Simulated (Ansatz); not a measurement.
# BF2H6NSi2: the cost of one run

Computed with Ansatz 0.2.0, Gaussian basis. Level: the settings change from run to run.

**1. The molecule**

The structure was relaxed beforehand with PBE0-D4 in a triple-zeta def2 set.

SMILES `FB(F)N([SiH3])[SiH3]`, 12 atoms, charge 0, spin multiplicity 1.

Atoms are counted from 1 here; the program's logs count them from 0.

Bond lengths: F1–B2 1.326 Å, B2–F3 1.333 Å, B2–N4 1.410 Å, N4–Si5 1.758 Å, N4–Si6 1.754 Å, Si5–H7 1.486 Å, Si5–H8 1.482 Å, Si5–H9 1.482 Å, Si6–H10 1.485 Å, Si6–H11 1.485 Å, Si6–H12 1.479 Å. Angles: F1–B2–F3 116.5°, F1–B2–N4 123.3°, F3–B2–N4 120.2°, B2–N4–Si5 118.4°, B2–N4–Si6 123.7°, Si5–N4–Si6 118.0°, N4–Si5–H7 105.8°, N4–Si5–H8 110.9°, N4–Si5–H9 110.9°, H7–Si5–H8 109.6°, H7–Si5–H9 109.6°, H8–Si5–H9 109.9°, N4–Si6–H10 109.3°, N4–Si6–H11 109.4°, N4–Si6–H12 109.3°, H10–Si6–H11 108.4°, H10–Si6–H12 110.2°, H11–Si6–H12 110.2°.

Coordinates:

```mol
BF2H6NSi2
  3D, bonds by distance, orders not assigned

 12 11  0  0  0  0  0  0  0  0999 V2000
    1.3863   -2.1944    0.6394 F   0  0
    0.3560   -1.3945    0.8781 B   0  0
   -0.4430   -1.7402    1.8875 F   0  0
    0.0870   -0.2321    0.1265 N   0  0
   -1.3203    0.7313    0.5527 Si  0  0
    1.0780    0.3091   -1.2155 Si  0  0
   -1.3444    1.8613   -0.4115 H   0  0
   -2.5648   -0.0630    0.4200 H   0  0
   -1.2031    1.2577    1.9336 H   0  0
    1.5763    1.6796   -0.9357 H   0  0
    0.2551    0.3524   -2.4509 H   0  0
    2.2140   -0.6223   -1.3901 H   0  0
  1  2  8  0
  2  3  8  0
  2  4  8  0
  4  5  8  0
  4  6  8  0
  5  7  8  0
  5  8  8  0
  5  9  8  0
  6 10  8  0
  6 11  8  0
  6 12  8  0
M  END
```

**2. rPW86-PBE/pcseg-2**

Set apart from the defaults: D4 dispersion.

The input, in.yaml:

```yaml
crystal:
  periodic: [false, false, false]
  atoms:
    - {symbol: F, position_ang: [1.386323, -2.194425, 0.639447]}
    - {symbol: B, position_ang: [0.356032, -1.394485, 0.878099]}
    - {symbol: F, position_ang: [-0.443035, -1.740152, 1.887470]}
    - {symbol: N, position_ang: [0.087009, -0.232096, 0.126469]}
    - {symbol: Si, position_ang: [-1.320252, 0.731310, 0.552728]}
    - {symbol: Si, position_ang: [1.077951, 0.309067, -1.215526]}
    - {symbol: H, position_ang: [-1.344438, 1.861315, -0.411468]}
    - {symbol: H, position_ang: [-2.564779, -0.062965, 0.419986]}
    - {symbol: H, position_ang: [-1.203086, 1.257655, 1.933601]}
    - {symbol: H, position_ang: [1.576273, 1.679598, -0.935719]}
    - {symbol: H, position_ang: [0.255117, 0.352413, -2.450939]}
    - {symbol: H, position_ang: [2.213984, -0.622337, -1.390148]}
basis:
  gaussian: {orbitals: pcseg-2}
hamiltonian: {xc: {name: rPW86-PBE}, dispersion: d4}
```

On the command line:

```sh
$ ansatz run in.yaml --threads 4 --pin off --events-out ev --progress --plain --max-ram 11315MiB
```

Q: Estimate wall time and peak memory on 4 threads of Arm Neoverse V2, shared host.

About 6 s, with a peak of 0.44 GiB.
